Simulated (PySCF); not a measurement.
# CuN4H12 (+2): ligand-field states

Aim: compute the ligand-field states of CuN4H12 (+2) (`[NH3]->[Cu+2](<-[NH3])(<-[NH3])<-[NH3]`).

Computed with PySCF 2.14.0 and routines of our own; the level stands in each step. Atoms count from 0.

## 1. The starting structure

17 atoms, charge 2, states of the metal's open shell are computed; geometry from: GFN2-xTB, shaken.

## 2. Geometry optimisation at B3LYP-D3(BJ)/def2-SVP

The job: settings as JSON, then the geometry in Å.

```
{"job": {"xc": "B3LYP", "basis": "def2-SVP", "d3": "d3bj", "grid": 1, "maxiter": 40, "kind": "geom"}, "charge": 2, "metal": "Cu", "open_shell": "d9"}
Cu    -0.000310     0.004820    -0.005940
N      2.018170    -0.000900    -0.205430
H      2.480130     0.270910     0.681990
H      2.312990     0.687900    -0.888570
H      2.396380    -0.912980    -0.478210
N      0.005270     2.018290     0.091630
H     -0.308320     2.429060    -0.818340
H      0.904190     2.395390     0.344160
H     -0.654370     2.355360     0.772640
N     -2.047680    -0.010950    -0.057630
H     -2.397350    -0.711160    -0.737840
H     -2.433310     0.902570    -0.360100
H     -2.429770    -0.216930     0.845260
N      0.010870    -2.032660     0.150800
H      0.210730    -2.466840    -0.723730
H     -0.904840    -2.391310     0.463280
H      0.701230    -2.303750     0.837140
```

On the command line:

```console
> OMP_NUM_THREADS=1 python lf_run.py task.json out
```

This one command runs all jobs of the session in turn.

Output:

```text
step   0  E = -1865.92774001  max force = 0.030175
step   1  E = -1865.93407807  max force = 0.006486
step   2  E = -1865.93427092  max force = 0.002430
step   3  E = -1865.93433499  max force = 0.002126
step   4  E = -1865.93446477  max force = 0.000495
step   5  E = -1865.93448366  max force = 0.000406
step   6  E = -1865.93454506  max force = 0.000870
step   7  E = -1865.93459419  max force = 0.001521
step   8  E = -1865.93466800  max force = 0.001985
step   9  E = -1865.93473714  max force = 0.001336
step  10  E = -1865.93479102  max force = 0.000393
step  11  E = -1865.93479823  max force = 0.000317
optimisation converged
```

Run time: 2.1 min. Hardware: 1 thread of Intel Xeon 6975P-C, shared host; peak memory 0.63 GiB.

The steps of the relaxation:

```
step  energy from step 0 (eV)  largest force component (eV/Å)
   0                   0.0000                          1.5517
   1                  -0.1725                          0.3335
   2                  -0.1777                          0.1250
   3                  -0.1795                          0.1093
   4                  -0.1830                          0.0255
   5                  -0.1835                          0.0209
   6                  -0.1852                          0.0447
   7                  -0.1865                          0.0782
   8                  -0.1885                          0.1021
   9                  -0.1904                          0.0687
  10                  -0.1919                          0.0202
  11                  -0.1921                          0.0163
```

Distances of close pairs at the start and the end, largest changes first:

```
   bond  before (Å)  after (Å)  change (Å)
 Cu0–N5       2.016      2.068      +0.052
 Cu0–N1       2.028      2.069      +0.041
N13–H14       0.997      1.028      +0.032
 N9–H12       1.002      1.028      +0.027
Cu0–N13       2.044      2.069      +0.025
  N5–H8       1.006      1.028      +0.022
 Cu0–N9       2.048      2.069      +0.020
  N5–H7       1.007      1.027      +0.020
```

The next job starts from the end point, and lists it.

```
                         at the end point                value
  point group (found at 0.08 Å tolerance)                   S4
rotational constants (GHz, main isotopes)  2.997, 2.988, 1.623
                                     ⟨S²⟩                0.752
```

## 3. Ligand-field states: state-averaged CASSCF

The job: settings as JSON, then the geometry in Å.

```
{"job": {"kind": "lf", "basis": {"metal": "x2c-TZVPall", "ligand": "x2c-SVPall"}, "nevpt": true, "tol": 5}, "charge": 2, "metal": "Cu", "open_shell": "d9"}
Cu     0.000000     0.000000     0.000000
N      2.042507    -0.000000    -0.328009
H      2.592256     0.212111     0.514698
H      2.322865     0.699818    -1.026985
H      2.413761    -0.890935    -0.678877
N     -0.000000     2.042507     0.328009
H     -0.212111     2.592256    -0.514698
H      0.890935     2.413761     0.678877
H     -0.699818     2.322865     1.026985
N     -2.042507    -0.000000    -0.328009
H     -2.322865    -0.699818    -1.026985
H     -2.413761     0.890935    -0.678877
H     -2.592256    -0.212111     0.514698
N      0.000000    -2.042507     0.328009
H      0.212111    -2.592256    -0.514698
H     -0.890935    -2.413761     0.678877
H      0.699818    -2.322865     1.026985
```

With the program's defaults for keys left out, this is: state-averaged CASSCF of the metal d shell, SC-NEVPT2 on the averaged canonical orbitals, state-interaction spin-orbit coupling.

Output:

```text
basis functions 164, electrons 67, active (9e, 5o)
stage 1: DIIS on the effective Fock matrix, level shift 0.30
cycle   1  E = -1876.9647839495  dE = -1.877e+03  max|g| = 9.515e-01
cycle   2  E = -1877.2747658074  dE = -3.100e-01  max|g| = 8.095e-01
cycle   3  E = -1877.1323939072  dE =  1.424e-01  max|g| = 6.714e-01
cycle   4  E = -1877.4264481479  dE = -2.941e-01  max|g| = 5.754e-02
cycle   5  E = -1877.3977671280  dE =  2.868e-02  max|g| = 8.928e-02
cycle   6  E = -1877.3847414769  dE =  1.303e-02  max|g| = 8.963e-02
cycle   7  E = -1877.3936440342  dE = -8.903e-03  max|g| = 8.948e-02
cycle   8  E = -1877.4139819318  dE = -2.034e-02  max|g| = 8.134e-02
cycle   9  E = -1877.4253826088  dE = -1.140e-02  max|g| = 7.541e-02
cycle  10  E = -1877.4263574624  dE = -9.749e-04  max|g| = 6.054e-02
cycle  11  E = -1877.4107286715  dE =  1.563e-02  max|g| = 7.055e-02
cycle  12  E = -1877.3689273982  dE =  4.180e-02  max|g| = 8.317e-02
cycle  13  E = -1877.3454061039  dE =  2.352e-02  max|g| = 9.167e-02
cycle  14  E = -1877.3211284549  dE =  2.428e-02  max|g| = 1.208e-01
cycle  15  E = -1877.2966253653  dE =  2.450e-02  max|g| = 1.600e-01
stage 2: quasi-Newton rotations from the point of smallest gradient
cycle  17  E = -1877.4518738746  dE = -2.543e-02  max|g| = 1.360e-02
cycle  18  E = -1877.4523719972  dE = -4.981e-04  max|g| = 1.897e-02
cycle  19  E = -1877.4524758810  dE = -1.039e-04  max|g| = 7.992e-03
cycle  20  E = -1877.4525018327  dE = -2.595e-05  max|g| = 7.221e-04
cycle  21  E = -1877.4525023207  dE = -4.880e-07  max|g| = 1.590e-04
cycle  22  E = -1877.4525023813  dE = -6.065e-08  max|g| = 7.504e-05
cycle  23  E = -1877.4525023875  dE = -6.199e-09  max|g| = 2.102e-05
cycle  24  E = -1877.4525023882  dE = -6.091e-10  max|g| = 7.477e-06
converged average energy = -1877.4525023882

 mult deg   label        CASSCF/cm-1   NEVPT2/cm-1
   2   1   2B                  0.0           0.0
   2   1   2B               9437.4       14181.3
   2   2   2E              11438.4       16012.3
   2   1   2A              11877.2       16412.6

spin-orbit levels / cm-1
      0.00  x2  2B 1.00
  14071.98  x2  2B 0.88 2E 0.12
  15501.44  x2  2E 0.50 2A 0.50
  15914.58  x2  2E 0.88 2B 0.12
  17452.31  x2  2A 0.50 2E 0.50
```

It took 7.2 s on 1 thread of Intel Xeon 6975P-C, shared host; peak memory 0.49 GiB.

Key values:

```
             quantity     value
spin-orbit constant ζ  802 cm⁻¹
```

Powder susceptibility:

```
T (K)  χT (cm³ K/mol)  μ(eff)
    2           0.451    1.90
    5           0.451    1.90
   10           0.452    1.90
   20           0.452    1.90
   30           0.453    1.90
   50           0.454    1.91
   75           0.455    1.91
  100           0.457    1.91
  150           0.460    1.92
  200           0.463    1.92
  250           0.466    1.93
  300           0.469    1.94
```

## 4. Summary of results

| quantity | value |
| --- | --- |
| point group | S4 |
| rotational constants (main isotopes) | 3.00, 2.99, 1.62 GHz |
| spin-orbit constant ζ (step 3, state-averaged CASSCF) | 802 cm⁻¹ |
| ground multiplicity, μ(eff) at 300 K (step 3, 4 donors at 2.07 Å) | 2, 1.94 μB |

**Reading.** Over 11 steps the energy fell by 0.192 eV; of the close pairs, Cu0–N5 changed most, 2.016 to 2.068 Å. No frequency check was run at this level, so the end point may be a saddle. In step 3, χT goes from 0.45 at 2 K to 0.47 cm³ K/mol at 300 K: nearly flat, so one level governs the whole range.
